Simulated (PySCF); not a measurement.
**GeH3IO (SMILES [OH][GeH2][I]) at 3 levels**

Wanted: a comparison of 3 runs (HF/3-21G, CAM-B3LYP/3-21G, B3LYP/def2-SVP) of GeH3IO. 

The calculation is run with PySCF 2.14.0.

**1. The molecule**

GeH3IO: 6 atoms, total charge 0, spin state singlet. As SMILES, `[OH][GeH2][I]`. The shape is that of a PBE0-D4/def2-TZVP optimisation. This is one conformer, not always the lowest.

Bond lengths: O1–Ge2 1.769 Å, Ge2–I3 2.517 Å, O1–H4 0.961 Å, Ge2–H5 1.536 Å, Ge2–H6 1.528 Å. Angles: O1–Ge2–I3 109.6°, O1–Ge2–H5 111.2°, O1–Ge2–H6 105.2°, I3–Ge2–H5 106.7°, I3–Ge2–H6 109.4°, Ge2–O1–H4 113.0°, H5–Ge2–H6 114.8°.

**2. Energy and forces at HF/3-21G (run 1)**

Input file calc.py:

```python
from pyscf import gto

mol = gto.M(
    atom='''
O     -0.543200    -1.341600     0.083800
Ge     0.400300     0.153700     0.132300
I     -1.151100     2.133300     0.026700
H     -1.107500    -1.404700    -0.690900
H      1.333600     0.259900    -1.082900
H      1.110100     0.135400     1.485000
''',
    verbose=4,
    max_memory=1860,
    basis='3-21g',
)

calc0 = mol.RHF()
calc0.conv_tol = 1e-10
calc0.kernel()
if not calc0.converged:
    calc0 = calc0.newton().run(calc0.mo_coeff, calc0.mo_occ)

e_tot = calc0.e_tot
print('E(%s) = %.9f' % ('HF', e_tot))
grad = calc0.nuc_grad_method().kernel()
calc0.analyze()
```

Command:

```
$ OMP_NUM_THREADS=1 python calc.py
```

The program printed:

```text
PySCF version 2.14.0

[... 76 lines left out ...]
Nuclear Repulsion Energy =             558.856534667279107
[... 10 lines left out ...]
MO #5   energy= -168.276995536764  occ= 2
[... 8 lines left out ...]
MO #14  energy= -32.6966696637556  occ= 2
[... 8 lines left out ...]
MO #23  energy= -5.37460655889861  occ= 2
[... 8 lines left out ...]
MO #32  energy= -2.40267534871417  occ= 2
[... 8 lines left out ...]
MO #41  energy= -0.742308092438329 occ= 2
[... 8 lines left out ...]
MO #50  energy= 0.135794168093955  occ= 0
[... 8 lines left out ...]
MO #59  energy= 0.599272115629133  occ= 0
[... 8 lines left out ...]
MO #68  energy= 3.07218803629639   occ= 0
[... 77 lines left out ...]
Dipole moment(X, Y, Z, Debye):  1.41940, -0.77405, -1.38450
```

Run time: 6.9 s. Hardware: 1 thread of Intel Xeon at 2.70GHz, shared host; peak memory 0.14 GiB.

**3. Energy and gradient at CAM-B3LYP/3-21G (run 2)**

Input file calc.py:

```python
# [OH][GeH2][I]
import pyscf.grad
from pyscf import gto, dft

molecule = gto.Mole()
molecule.atom = '''
O     -0.543200    -1.341600     0.083800
Ge     0.400300     0.153700     0.132300
I     -1.151100     2.133300     0.026700
H     -1.107500    -1.404700    -0.690900
H      1.333600     0.259900    -1.082900
H      1.110100     0.135400     1.485000
'''
molecule.verbose = 4
molecule.charge = 0
molecule.max_memory = 1860
molecule.basis = '3-21g'
molecule.build()

mf = dft.RKS(molecule)
mf.xc = 'cam-b3lyp'
mf.grids.level = 5
mf.conv_tol = 1e-10
mf.kernel()
if not mf.converged:
    mf = mf.newton().run(mf.mo_coeff, mf.mo_occ)

e_tot = mf.e_tot
print('Final energy', e_tot)
grad = mf.Gradients().kernel()
dip = mf.dip_moment()
pop, q = mf.mulliken_pop()
```

Command:

```
$ OMP_NUM_THREADS=1 python calc.py
```

The program printed:

```text
PySCF version 2.14.0

[... 74 lines left out ...]
converged SCF energy = -9033.92201677842
Final energy -9033.922016778415
[... 13 lines left out ...]
Dipole moment(X, Y, Z, Debye):  1.12463, -0.88668, -1.30357
[... 75 lines left out ...]
charge of    5H =     -0.08632
```

Run time: 34 s. Hardware: 1 thread of Intel Xeon at 2.70GHz, shared host; peak memory 0.67 GiB.

**4. Energy and gradient at B3LYP/def2-SVP (core potential) (run 3)**

Input file calc.py:

```python
import pyscf.grad
from pyscf import gto, dft

mol = gto.Mole()
mol.atom = '''
O   -0.543200  -1.341600   0.083800
Ge   0.400300   0.153700   0.132300
I   -1.151100   2.133300   0.026700
H   -1.107500  -1.404700  -0.690900
H    1.333600   0.259900  -1.082900
H    1.110100   0.135400   1.485000
'''
mol.verbose = 4
mol.ecp = {'I': 'def2-svp'}
mol.max_memory = 1860
mol.basis = 'def2-svp'
mol.build()

ks = dft.RKS(mol)
ks.xc = 'b3lyp'
ks.grids.level = 5
ks.conv_tol = 1e-10
ks.kernel()
if not ks.converged:
    ks = ks.newton().run(ks.mo_coeff, ks.mo_occ)

etot = ks.e_tot
print(f'total energy: {etot:.8f} hartree')
grad = ks.Gradients().kernel()
ks.analyze()
```

Command:

```
$ OMP_NUM_THREADS=1 python calc.py
```

The program printed:

```text
PySCF version 2.14.0

[... 108 lines left out ...]
MO #3   energy= -44.3458682586805  occ= 2
[... 11 lines left out ...]
MO #15  energy= -1.91051099477149  occ= 2
[... 11 lines left out ...]
MO #27  energy= -0.575815336532614 occ= 2
[... 11 lines left out ...]
MO #39  energy= 0.0864546273485304 occ= 0
[... 11 lines left out ...]
MO #51  energy= 0.435950609220243  occ= 0
[... 11 lines left out ...]
MO #63  energy= 1.11067509901344   occ= 0
[... 11 lines left out ...]
MO #75  energy= 2.39112621626779   occ= 0
[... 11 lines left out ...]
MO #87  energy= 55.8711931292844   occ= 0
[... 96 lines left out ...]
Dipole moment(X, Y, Z, Debye):  0.74165, -0.47831, -1.04975
```

Wall time 43 s (1 thread of Intel Xeon at 2.70GHz, shared host); peak memory 0.85 GiB.

**5. The series**

| run | level | integration grid | core potential | energy (Eh) | dipole moment (D) | HOMO energy (eV) | LUMO energy (eV) | wall time |
| --- | --- | --- | --- | --- | --- | --- | --- | --- |
| 1 | HF/3-21G | – | – | -9028.878907 | 2.13 | -10.17 | 2.75 | 6.9 s |
| 2 | CAM-B3LYP/3-21G | 5 | – | -9033.922017 | 1.94 | -8.73 | 0.54 | 34 s |
| 3 | B3LYP/def2-SVP (core potential) | 5 | def2-svp | -2451.602556 | 1.37 | -7.29 | -0.94 | 43 s |

**6. Outcome**

```
                       quantity           value
            run 3: total energy  -2451.60256 Eh
           run 3: dipole moment          1.37 D
             run 3: HOMO energy        -7.29 eV
             run 3: LUMO energy        -0.94 eV
           run 3: HOMO–LUMO gap         6.34 eV
run 3: largest force on an atom      0.419 eV/Å
```

In words: The dipole moment (its size) runs from 1.37 D (B3LYP/def2-SVP) to 2.13 D (HF/3-21G). The two ends differ in method and basis and core potential. The HOMO–LUMO gap runs from 6.34 eV (B3LYP/def2-SVP) to 12.92 eV (HF/3-21G). Totals of different functionals can't be ranked against each other. Some runs of one species differ in core potentials or relativity; totals across that change don't compare. In runs 1, 2 relativity is left out where basis or elements ask for it. All runs together took 83 s, the longest 43 s.
